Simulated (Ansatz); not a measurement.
**In3As in Ansatz: the effect of target pressure**

The system is In3As.

```
CELL_PARAMETERS angstrom
4.67168 0.00000 0.00000
0.00000 4.67168 0.00000
0.00000 0.00000 4.67168
ATOMIC_POSITIONS crystal
In 0.50000 0.50000 0.00000
In 0.50000 0.00000 0.50000
In 0.00000 0.50000 0.50000
As 0.00000 0.00000 0.00000
```

The cell comes from a database or a generator and needn't be the stable form of this composition.

Alike in all runs:

| Quantity | Value |
| --- | --- |
| Program | Ansatz 0.2.0 |
| Task | relaxation of cell and atoms |
| Functional | PBEsol |
| Potentials or basis | Ansatz PAW |
| Cutoff | 420 eV (not typed: the program's choice for these potentials) |
| k mesh | 6 × 6 × 6 |
| Occupations | fermi-dirac, width 0.05 eV |
| Spin | no spin polarisation |

Each run relaxes the cell or the atoms first.

```tsv
target pressure	relaxed volume (Å³/atom)
0 GPa	24.15
2 GPa	23.26
5 GPa	22.19
10 GPa	20.91
20 GPa	?
30 GPa	18.05
```

Q: What does the run with target pressure 20 GPa give?

A: Relaxed volume 19.22 Å³/atom.

Worked out: In Murnaghan's law V^(-B') rises as a straight line in P. The other rows fit best with B' = 4.7, V0 = 24.16 Å³/atom and B0 = 48 GPa, which gives 19.18 Å³/atom at 20 GPa, against the run's 19.22.

Caveats: the plane-wave basis is chosen anew once the cell has moved, so the energies of steps on either side of that aren't comparable; the PAW data sets come from PBE, with cores solved anew for the run's functional, which leaves a small shift of forces and pressure; the volume moved by over 15 % at a fixed basis, so the end points are rough (some runs).
